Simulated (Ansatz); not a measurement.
# CCl₂FNSn: how energies converge with the basis set

The task here is to estimate one member of a computed series from the others.

Program: Ansatz 0.2.0, Gaussian basis. Level of theory: one geometry, several basis sets. These are calculated values, not measurements.

The runs, in order: PBE0-D4/def2-SVP; ωB97M-V/def2-SVP; PBE0-D4/def2-QZVPP; ωB97M-V/def2-QZVPP; the functionals' def2-TZVPP values are taken from earlier runs.

**The geometry**

The geometry comes from an earlier relaxation with PBE0-D4 in a triple-zeta def2 set; it is a stationary point. Sn takes the def2 core potential; no spin-orbit term is included.

SMILES `N#[C][Sn]([F])([Cl])[Cl]`, 6 atoms, charge 0, spin multiplicity 1.

Atoms are counted from 1 here; the program's logs count them from 0.

Bond lengths: N1–C2 1.151 Å, C2–Sn3 2.082 Å, Sn3–F4 1.890 Å, Sn3–Cl5 2.274 Å, Sn3–Cl6 2.274 Å. Angles: N1–C2–Sn3 178.9°, C2–Sn3–F4 106.6°, C2–Sn3–Cl5 111.1°, C2–Sn3–Cl6 111.1°, F4–Sn3–Cl5 107.9°, F4–Sn3–Cl6 107.8°, Cl5–Sn3–Cl6 112.0°.

Set-up of the first run:

in.yaml reads:

```yaml
crystal:
  periodic: [false, false, false]
  atoms:
    - {symbol: N, position_ang: [1.617275, -1.865101, 1.139146]}
    - {symbol: C, position_ang: [0.917293, -1.094892, 0.647301]}
    - {symbol: Sn, position_ang: [-0.320464, 0.327366, -0.236194]}
    - {symbol: F, position_ang: [-1.783994, -0.612697, -0.974689]}
    - {symbol: Cl, position_ang: [0.746970, 1.400495, -1.933145]}
    - {symbol: Cl, position_ang: [-1.134981, 1.780829, 1.311279]}
basis:
  gaussian: {orbitals: def2-SVP}
hamiltonian: {xc: pbe0, dispersion: d4}
output: {orbitals: {seedname: orbitals}}
```

Command:

```sh
> ansatz run in.yaml --threads 4 --pin off --events-out ev --progress --plain --max-ram 10444MiB
```

Steps of the session up to this table: PBE0-D4 in def2-SVP; ωB97M-V in def2-SVP; PBE0-D4 in def2-QZVPP; ωB97M-V in def2-QZVPP.

One table of the session follows, with a row left open; its other results are not shown here.

It belongs to the step «Functionals by basis». 

```
functional       basis  HOMO (eV)  LUMO (eV)
   PBE0-D4    def2-SVP     -10.12      -2.84
   PBE0-D4  def2-TZVPP     -10.27      -2.98
   PBE0-D4  def2-QZVPP     -10.28      -3.00
   ωB97M-V    def2-SVP     -12.33      -0.62
   ωB97M-V  def2-TZVPP     -12.54      -0.86
   ωB97M-V  def2-QZVPP          ?          ?
```

Q: Estimate the row for ωB97M-V, def2-QZVPP from the others.

As computed: HOMO (eV): -12.56; LUMO (eV): -0.93. In the column «HOMO (eV)» it is the lowest.
